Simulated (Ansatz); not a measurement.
# C10H23P: how energies converge with the basis set

Aim: see how fast density functionals converge with the basis set for C10H23P.

Computed with Ansatz 0.2.0, Gaussian basis. Level: one geometry, several basis sets.

Plan: PBE0-D4/def2-SVP; ωB97M-V/def2-SVP; PBE0-D4/def2-QZVPP; ωB97M-V/def2-QZVPP; the functionals' def2-TZVPP values are taken from earlier runs.

### Step 1. The relaxed structure

The geometry comes from an earlier relaxation with PBE0-D4 in a triple-zeta def2 set; it is a stationary point, not always the lowest conformer.

SMILES `CC(C)P(C(C)C)C(C)(C)C`, 34 atoms, charge 0, spin multiplicity 1.

Atoms are counted from 1 here; the program's logs count them from 0.

Bond lengths: C1–C2 1.522 Å, C1–H12 1.092 Å, C1–H13 1.091 Å, C1–H14 1.095 Å, C2–C3 1.528 Å, C2–P4 1.872 Å, C2–H15 1.094 Å, C3–H16 1.091 Å, C3–H17 1.095 Å, C3–H18 1.092 Å, P4–C5 1.866 Å, P4–C8 1.898 Å, C5–C6 1.525 Å, C5–C7 1.525 Å, C5–H19 1.095 Å, C6–H20 1.090 Å, C6–H21 1.094 Å, C6–H22 1.094 Å and more. Angles: C2–C1–H12 112.0°, C2–C1–H13 112.3°, C2–C1–H14 110.2°, H12–C1–H13 107.6°, H12–C1–H14 107.1°, H13–C1–H14 107.4°, C1–C2–C3 111.5°, C1–C2–P4 118.2°, C1–C2–H15 107.8°, C3–C2–P4 110.2°, C3–C2–H15 105.7°, P4–C2–H15 102.2°, C2–C3–H16 112.5°, C2–C3–H17 110.0°, C2–C3–H18 111.1°, H16–C3–H17 107.3°, H16–C3–H18 107.5°, H17–C3–H18 108.2° and more.

### Step 2. PBE0-D4 in def2-SVP

Input file in.yaml:

```yaml
crystal:
  periodic: [false, false, false]
  atoms:
    - {symbol: C, position_ang: [0.740346, 0.365187, 2.301219]}
    - {symbol: C, position_ang: [0.421577, 1.331426, 1.169427]}
    - {symbol: C, position_ang: [-0.395407, 2.523850, 1.663994]}
    - {symbol: P, position_ang: [-0.328265, 0.639064, -0.400374]}
    - {symbol: C, position_ang: [-1.474455, -0.702333, 0.206070]}
    - {symbol: C, position_ang: [-2.572655, -0.096263, 1.073717]}
    - {symbol: C, position_ang: [-2.120889, -1.434568, -0.964857]}
    - {symbol: C, position_ang: [1.098914, -0.303109, -1.223040]}
    - {symbol: C, position_ang: [0.736114, -0.411469, -2.707426]}
    - {symbol: C, position_ang: [2.367197, 0.542773, -1.129401]}
    - {symbol: C, position_ang: [1.390744, -1.693435, -0.669285]}
    - {symbol: H, position_ang: [-0.155927, -0.129480, 2.682114]}
    - {symbol: H, position_ang: [1.441996, -0.412179, 1.996406]}
    - {symbol: H, position_ang: [1.192278, 0.903428, 3.140928]}
    - {symbol: H, position_ang: [1.366881, 1.748223, 0.809089]}
    - {symbol: H, position_ang: [-1.361479, 2.225703, 2.074551]}
    - {symbol: H, position_ang: [0.147950, 3.047615, 2.456872]}
    - {symbol: H, position_ang: [-0.587050, 3.232243, 0.855764]}
    - {symbol: H, position_ang: [-0.910035, -1.423602, 0.807114]}
    - {symbol: H, position_ang: [-2.193629, 0.307062, 2.012201]}
    - {symbol: H, position_ang: [-3.315122, -0.861092, 1.321447]}
    - {symbol: H, position_ang: [-3.089758, 0.710233, 0.545704]}
    - {symbol: H, position_ang: [-1.407185, -2.012211, -1.551846]}
    - {symbol: H, position_ang: [-2.616471, -0.729984, -1.639008]}
    - {symbol: H, position_ang: [-2.879040, -2.131629, -0.594648]}
    - {symbol: H, position_ang: [1.541428, -0.921068, -3.248271]}
    - {symbol: H, position_ang: [0.601038, 0.578722, -3.147935]}
    - {symbol: H, position_ang: [-0.183450, -0.973057, -2.875313]}
    - {symbol: H, position_ang: [3.123835, 0.136110, -1.808607]}
    - {symbol: H, position_ang: [2.185408, 1.580831, -1.423539]}
    - {symbol: H, position_ang: [2.794887, 0.539021, -0.124829]}
    - {symbol: H, position_ang: [1.679412, -1.666968, 0.382339]}
    - {symbol: H, position_ang: [2.222292, -2.141139, -1.225517]}
    - {symbol: H, position_ang: [0.538518, -2.367904, -0.765093]}
basis:
  gaussian: {orbitals: def2-SVP}
hamiltonian: {xc: pbe0, dispersion: d4}
output: {orbitals: {seedname: orbitals}}
```

Command:

```
> ansatz run in.yaml --threads 11 --pin off --events-out ev --progress --plain --max-ram 166912MiB --backend cuda --devices 0, --max-vram 75GiB
```

The runs that follow: ωB97M-V in def2-SVP; PBE0-D4 in def2-QZVPP; ωB97M-V in def2-QZVPP.

**Question.** What will the summary of the whole plan be? Wanted: PBE0-D4: double and triple zeta above quadruple; ωB97M-V: double and triple zeta above quadruple.

As calculated:

| quantity | value |
| --- | --- |
| PBE0-D4: double and triple zeta above quadruple | 15.63, 0.90 eV |
| ωB97M-V: double and triple zeta above quadruple | 16.44, 0.88 eV |

What this shows: PBE0-D4 gains 14.73 eV from double to triple zeta, then 0.90 eV more. Total energies overstate the basis error of differences, where much of it tends to cancel. The LUMO of ωB97M-V is positive and keeps falling with the basis (3.17 to 1.59 eV): an unbound level that the basis holds in place.
